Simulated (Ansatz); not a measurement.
# Nudged elastic band run: Mg₈HO₈

The input (input.yaml):

```yaml
crystal:
  lattice:
    - [0.0, 3.851, 3.851]
    - [3.851, 0.0, 3.851]
    - [3.851, 3.851, 0.0]
  atoms:
    - { symbol: Mg, position: [-0.00129072, -0.00079152, 0.00225359] }
    - { symbol: O, position: [0.25455015, 0.25506906, 0.23471223], spin: 0.09 }
    - { symbol: Mg, position: [-0.00130574, -0.00079833, 0.49863238] }
    - { symbol: O, position: [0.25454328, 0.2550718, 0.75447662], spin: 0.09 }
    - { symbol: Mg, position: [-0.00257163, 0.50084235, 0.00027455] }
    - { symbol: O, position: [0.24955349, 0.75013653, 0.24956572] }
    - { symbol: Mg, position: [-0.00130801, 0.50285783, 0.49863058] }
    - { symbol: O, position: [0.25455434, 0.73527419, 0.75448822], spin: 0.09 }
    - { symbol: Mg, position: [0.50032658, -0.00203695, 0.0002645] }
    - { symbol: O, position: [0.74962949, 0.25004407, 0.24956581] }
    - { symbol: Mg, position: [0.50232228, -0.00079408, 0.49864533] }
    - { symbol: O, position: [0.73477268, 0.25507076, 0.7544857], spin: 0.09 }
    - { symbol: Mg, position: [0.50033427, 0.50084095, 0.00027213] }
    - { symbol: O, position: [0.74963164, 0.75015479, 0.24956698] }
    - { symbol: Mg, position: [0.50033884, 0.50084452, 0.49735984] }
    - { symbol: O, position: [0.74962849, 0.75013561, 0.74949358] }
    - { symbol: H, position: [0.12458667, 0.12513112, 0.62451724], spin: 0.4 }
magnetization:
  spin_polarized: true
basis:
  ecutwfc: 420.0
kpoints:
  mp_grid: { grid: [3, 3, 3] }
hamiltonian:
  xc: pbe
  dispersion: d3bj
scf:
  occupations: { method: gaussian, width: 0.05 }
  lower_state_search: "off"
neb:
  images: 3
  f_tol: 0.05
  initial_path: idpp
  max_iterations: 75
  final_atoms:
    - { symbol: Mg, position: [0.00083255, -0.00216033, 0.00024916] }
    - { symbol: O, position: [0.24987704, 0.2507059, 0.24929206] }
    - { symbol: Mg, position: [0.00207789, -0.0001607, 0.49862694] }
    - { symbol: O, position: [0.26475574, 0.24561705, 0.74439748] }
    - { symbol: Mg, position: [0.00083845, 0.50146777, 0.00025497] }
    - { symbol: O, position: [0.24987471, 0.75051038, 0.24928969] }
    - { symbol: Mg, position: [0.00084716, 0.50147662, 0.49658288] }
    - { symbol: O, position: [0.24987191, 0.75050778, 0.74950038] }
    - { symbol: Mg, position: [0.49920939, -0.00016103, 0.0014961] }
    - { symbol: O, position: [0.74498361, 0.24561871, 0.2641663] }
    - { symbol: Mg, position: [0.49920937, -0.00016112, 0.49862665] }
    - { symbol: O, position: [0.74498163, 0.24561666, 0.74439712] }
    - { symbol: Mg, position: [0.49718369, 0.50147083, 0.00025791] }
    - { symbol: O, position: [0.75008051, 0.75050932, 0.24928859] }
    - { symbol: Mg, position: [0.49920813, 0.50271211, 0.49862558] }
    - { symbol: O, position: [0.74498129, 0.76539303, 0.74439669] }
    - { symbol: H, position: [-0.12508074, 0.37559811, 0.8743] }
  order_check: true
```

Command:

```bash
$ ansatz run input.yaml --threads 4 --pin off --max-ram 10240MiB --backend cpu --events-out ev --progress --plain --runs-dir out
```

Output, in part (warnings, iteration lines):

```
NEB end point (image 0): max|allowed force component| = 1.242e-2 eV/Å (the criterion of neb.relax_end_points is 1.000e-2)
NEB end point (image 4): max|allowed force component| = 1.354e-2 eV/Å (the criterion of neb.relax_end_points is 1.000e-2)
NEB iter   1: max|band force component| = 2.011e0 eV/Å  barrier→ = 1.7801 eV  barrier← = 1.7801 eV  Δτ_max = 0.0468 Å  (173 SCF iters)
NEB iter   2: max|band force component| = 1.012e0 eV/Å  barrier→ = 1.5343 eV  barrier← = 1.5343 eV  Δτ_max = 0.0646 Å  (21 SCF iters)
NEB iter   3: max|band force component| = 2.953e-1 eV/Å  barrier→ = 1.3876 eV  barrier← = 1.3876 eV  CI = image 2  Δτ_max = 0.0126 Å  (22 SCF iters)
NEB iter   4: max|band force component| = 1.455e-1 eV/Å  barrier→ = 1.3799 eV  barrier← = 1.3800 eV  CI = image 2  Δτ_max = 0.0117 Å  (18 SCF iters)
NEB iter   5: max|band force component| = 8.752e-2 eV/Å  barrier→ = 1.3776 eV  barrier← = 1.3776 eV  CI = image 2  Δτ_max = 0.0206 Å  (18 SCF iters)
NEB iter   6: max|band force component| = 1.156e-1 eV/Å  barrier→ = 1.3761 eV  barrier← = 1.3761 eV  CI = image 2  Δτ_max = 0.0103 Å  (19 SCF iters)
NEB iter   7: max|band force component| = 5.632e-2 eV/Å  barrier→ = 1.3744 eV  barrier← = 1.3745 eV  CI = image 2  Δτ_max = 0.0103 Å  (18 SCF iters)
NEB iter   8: max|band force component| = 3.561e-2 eV/Å  barrier→ = 1.3735 eV  barrier← = 1.3735 eV  CI = image 2  CI's point: of a kind that is not told: the force calls were inconclusive, a negative curvature could not be distinguished from the path's own, the only one lies far off the path, or fixed occupations may fill a level only in part  Δτ_max = 0.0000 Å  (262 SCF iters)
```

The run converged. By the program's own check the climbing image is of a kind that is not told: the force calls were inconclusive, a negative curvature could not be distinguished from the path's own, the only one lies far off the path, or fixed occupations may fill a level only in part (lowest curvatures found: -6.77 and 1.53 eV/Å²). Limits of this set-up: coarse k mesh, a small cell, in which the defect meets its images, a typed lattice constant that wasn't relaxed here.

Final band (atoms are numbered from 1 in the order of the input):

| image | path coordinate (Å) | energy (eV) | Mg3–H17 (Å) | Mg11–H17 (Å) | Mg5–H17 (Å) |
| --- | --- | --- | --- | --- | --- |
| 0 | 0.00 | 0.00 | 1.68 | 1.68 | 3.19 |
| 1 | 0.49 | 0.68 | 1.95 | 1.93 | 2.74 |
| 2 | 0.98 | 1.37 | 2.33 | 2.31 | 2.31 |
| 3 | 1.48 | 0.68 | 2.76 | 2.74 | 1.93 |
| 4 | 1.97 | 0.00 | 3.19 | 3.19 | 1.68 |

Time of the run: 7 min on 4 threads of Intel(R) Xeon(R) Platinum 8488C (Sapphire Rapids), with other jobs on the host, peak memory 1.3 GiB.
